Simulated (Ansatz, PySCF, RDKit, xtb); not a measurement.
**CH3InO: a search for the lowest isomer**

Task: start from the formula CH3InO, draw up candidate structures, narrow them down in stages, and characterise the one that lies lowest at 298.15 K.

Plan: many cheap relaxations first (GFN2-xTB), then density-functional screening, relaxation at r2SCAN-D4/def2-TZVP, vibrations and a final energy. The numbers are computed, not measured.

3 further runs of the same task are left out: 3 set aside as unsound or not needed.

### 1 Drawing up candidates

A program enumerates the bonding patterns with one Lewis structure each (two rings at most, one unusual centre or charged pair), with their diastereomers. O–O, O–halogen and N–halogen bonds and N–N–N chains are not drawn. That gives 16 candidates.

c040 [CH2]1[O][InH]1; c147 O[CH2][In]; c220 O[CH-][InH+]; c243 O[CH2][In] (triplet); c245 O[C][InH2] (triplet); c313 O[C][InH2]; c332 O=[CH][InH2]; c360 [CH2-][In+][OH]; c490 [CH][InH][OH] (triplet); c586 [CH][InH][OH]; c620 C[O][In] (triplet); c640 C[O][In]; c661 [CH][O][InH2] (triplet); c694 [CH3][In+][O-]; c873 [CH]1=[O+][InH2-]1; c966 [CH][O][InH2].

Candidates are built by distance geometry, with a force field where one applies, in up to four conformers (letters a to d). 6 starts with atoms placed at random are added, to find patterns that the rules miss.

Q: Predict the outcome of this search (final energies at CCSD(T)/def2-TZVPP).

| quantity | value |
| --- | --- |
| lowest structure found | C[O][In], singlet, C3v |
| next finalist | [OH][CH2][In] ‡, singlet, 29.1 kcal/mol higher in G |
| share at equilibrium, among the finalists | 100.0 % |
| harmonic wavenumbers, lowest and highest (r2SCAN-D4/def2-TZVP) | 21 and 3004 cm⁻¹ |
| rotational constants, same geometry | 5.314, 0.08519 cm⁻¹ |
| dipole moment (PBE0/def2-TZVPD) | 1.31 D |
| HOMO energy (PBE0/def2-TZVPD) | -7.00 eV |
| LUMO energy (PBE0/def2-TZVPD) | -1.20 eV |
| HOMO–LUMO gap (PBE0/def2-TZVPD) | 5.80 eV |
| lowest excitation (TD-PBE0/def2-SVPD) | 4.49 eV (f = 0.000) |
| lowest triplet excitation, same level, Tamm-Dancoff | 3.91 eV |
| vertical ionisation energy | 9.00 eV |
| vertical electron affinity | -0.19 eV (unbound: the value depends on the basis) |
| vertical triplet less singlet | +3.94 eV |

The search ends on `C[O][In]`. Among the finalists first place is clear (29.1 kcal/mol); structures outside the list aren't covered. r2SCAN-D4/def2-TZVP, HF/def2-TZVPP and MP2/def2-TZVPP already put its bonding pattern lowest among the structures in one piece. Spin-orbit coupling, which matters for elements this heavy, is left out. Lowest found is not proven lowest: the search is finite, and each finalist counts with one conformer. Patterns outside the rules of the enumeration were met only by chance.

‡ marks the bonded skeleton alone, with all bonds drawn single: no Lewis structure was assigned that passes a check against the bond lengths.
